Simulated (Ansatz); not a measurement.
**PbOS: the cell at several levels of theory**

The task here is to estimate one member of a computed series from the others.

The runs shown are made with Ansatz 0.2.0. PAW datasets, plane waves, zero pressure. Note: simulated data, non-magnetic, for a generated structure that need not be the stable one.

**The cell**

The sheet's in-plane cell has a = 3.424 Å, b = 3.424 Å (γ = 120.0°), and its outermost atoms lie 2.78 Å apart along the normal. Around Pb lie 3 O at 2.42 Å and 3 S at 2.42 Å; around O lie 3 Pb at 2.42 Å; around S lie 3 Pb at 2.42 Å.

Coordinates:

```
CELL_PARAMETERS angstrom
3.42442 0.00000 0.00000
-1.71221 2.96564 0.00000
0.00000 0.00000 18.00000
ATOMIC_POSITIONS crystal
Pb 0.00000 0.00000 0.50000
O 0.33333 0.66667 0.57730
S 0.66667 0.33333 0.42270
```
Periodic in the plane only; c spans the vacuum.

Set-up of the first run:

The input, input.yaml:

```yaml
crystal:
  lattice:
    - [3.42442372, 0.0, 0.0]
    - [-1.71221186, 2.9656379348, 0.0]
    - [0.0, 0.0, 18.0]
  atoms:
    - { symbol: Pb, position: [0.0, 0.0, 0.5] }
    - { symbol: O, position: [0.3333333333, 0.6666666667, 0.5773040879] }
    - { symbol: S, position: [0.6666666667, 0.3333333333, 0.4226959121] }
  periodic: [true, true, false]
kpoints:
  mp_grid: { grid: [12, 12, 1] }
hamiltonian:
  xc: pbe
scf:
  occupations: { method: fermi_dirac, width: 0.02 }
relax:
  f_tol: 0.005
  cell: {}
output:
  write_density: true
  write_potential: true
  elf: true
  volumetric_format: npy
```

Launch:

```bash
$ ansatz run input.yaml --threads 4 --pin off --max-ram 5529MiB --backend cpu --events-out ev --progress --plain --runs-dir out
```

Among the steps run: Relaxation with PBE; Relaxing with r2SCAN; PBEsol: cell and atoms; Relaxation with LDA; Relaxation with HSE06.

One of the session's tables, all rows but one given; the rest of the session is left out.

```
 level  a (Å)  area (Å²/atom)
   PBE  3.641           3.827
r2SCAN      ?               ?
PBEsol  3.584           3.708
   LDA  3.553           3.644
 HSE06  3.580           3.701
```

Estimate the missing values for r2SCAN.

As computed: a (Å): 3.601; area (Å²/atom): 3.743. In the column «a (Å)» it lies between PBEsol (3.584) and PBE (3.641).

In words: From the start to the first minimum the area moved by +13.0 %. LDA gives the smallest cell and PBE the largest; they differ by 5.0 % in area, a mean of 2.5 % in length. The meshes differ: PBE 12×12×1, r2SCAN 12×12×1, PBEsol 12×12×1, LDA 12×12×1, HSE06 6×6×1.

Caveats from the session: Warnings in the runs' records: slab cell height set, xc potential rough in thin density.
